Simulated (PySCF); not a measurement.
**A diatomic session: AlCd−**

An exercise on one series of results from a longer session: the logs are not shown, and one member is left open.

Program: PySCF 2.14.0. Level of theory: Al def2-SVPD, Cd def2-SVPD with ECP28, scalar-relativistic core potentials. These are calculated values, not measurements.

7 further runs of the same task are left out: 7 set aside as unsound or not needed.

The first run:

The job is set up so:

* atoms: Al, Cd
* charge: -1
* basis: Al def2-SVPD, Cd def2-SVPD with ECP28
* Hamiltonian: scalar-relativistic core potentials
* basis functions: 58
* electrons treated: 34
* masses in u: 26.9815, 113.9034
* levels: PBE0, PBE, r²SCAN, LDA
* grid: 80 radial by 434 angular points
* occupations: held fixed by the projection of orbital angular momentum
* dissociation limit: Al− + Cd, each in its ground configuration
* starting distance in angstrom: 2.695
* values of 2S to try: 0, 2

The run is started by

```bash
OMP_NUM_THREADS=1 python dia.py task.json out
```

Steps of the session up to this table: The job; The PBE0 curve of the state that the search chose; PBE (GGA); r²SCAN; LDA.

One of the session's tables, all rows but one given; the rest of the session is left out.

Energy (eV) from each level's lowest point:

```
R (Å)    LDA    PBE  r²SCAN   PBE0
2.317  0.208  0.338   0.281  0.347
2.425      ?      ?       ?      ?
2.532  0.003  0.038   0.019  0.042
2.613  0.000  0.006   0.000  0.008
2.694  0.021  0.000   0.006  0.000
2.775  0.059  0.014   0.032  0.012
2.883  0.127  0.052   0.085  0.048
3.017  0.227  0.120   0.168  0.113
3.179  0.352  0.213   0.278  0.204
3.394  0.512  0.338   0.419  0.326
```

Q: Estimate the row for R (Å) = 2.425 from the others.

Worked estimate for «LDA». A straight line through the neighbours (2.317, 0.208) and (2.532, 0.003) gives 0.208 + (0.003 − 0.208) × (2.425 − 2.317) / (2.532 − 2.317) = 0.105; a parabola fitted to 3 rows on both sides gives 0.069.

The run gave: LDA: 0.060; PBE: 0.140; r²SCAN: 0.103; PBE0: 0.147. In «LDA» the line misses by +0.045 and the parabola by +0.009.
